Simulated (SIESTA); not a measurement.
The system is Cu.

```
Cu
1.0
     2.53076    0.00000    0.00000
    -1.26538    2.19171    0.00000
     0.00000    0.00000    8.26182
Cu
4
Cartesian
  1.2654 0.7306 6.1964
  0.0000 0.0000 4.1309
  0.0000 1.4611 2.0655
  0.0000 0.0000 0.0000
```

This isn't the form of Cu at room conditions, which is fcc.

| Item | Value |
| --- | --- |
| Program | SIESTA 5.4.2 |
| Task | single point |
| Functional | PBEsol |
| Potentials or basis | PseudoDojo 0.4 standard (PBEsol files) |
| Basis | DZP (energy shift 0.003 Ry; two zetas on semicore shells) |
| Grid cutoff | 800 Ry |
| Energy shift | 0.003 Ry |
| k mesh | 12 × 12 × 4 |
| Occupations | fermi-dirac, width 0.05 eV |
| Spin | no spin polarisation |

On this cell: pressure -2.1 GPa; largest force under 0.003 eV/Å; band gap on the k mesh none (metal or under the smearing width).

The same run follows on a disturbed copy (atoms moved at random, drawn with an rms of 0.05 Å):

```
CELL_PARAMETERS angstrom
2.53076 0.00000 0.00000
-1.26538 2.19171 0.00000
0.00000 0.00000 8.26182
ATOMIC_POSITIONS crystal
Cu 0.65743 0.33540 0.75223
Cu 0.01416 0.01713 0.50490
Cu 0.30484 0.64807 0.24496
Cu 0.00679 0.01631 0.00473
```

Task: What does the disturbed cell give?

Result: The energy (extrapolated to zero smearing) moves by +9.4 meV/atom; pressure -1.7 GPa; largest force 0.709 eV/Å; band gap on the k mesh none (metal or under the smearing width).

Forces on the atoms (eV/Å):
```
Cu   0.049  0.043  0.184
Cu  -0.059 -0.063 -0.385
Cu   0.062  0.124  0.695
Cu  -0.053 -0.105 -0.496
```

Stress tensor (GPa, compression positive):
```
-2.01 -0.18  0.17
-0.18 -1.40  0.30
 0.17  0.30 -1.80
```

Caveats: short orbitals over semicore shells can move pressures by several GPa; the basis of atomic orbitals isn't converged, which shifts pressures, moduli and gaps.
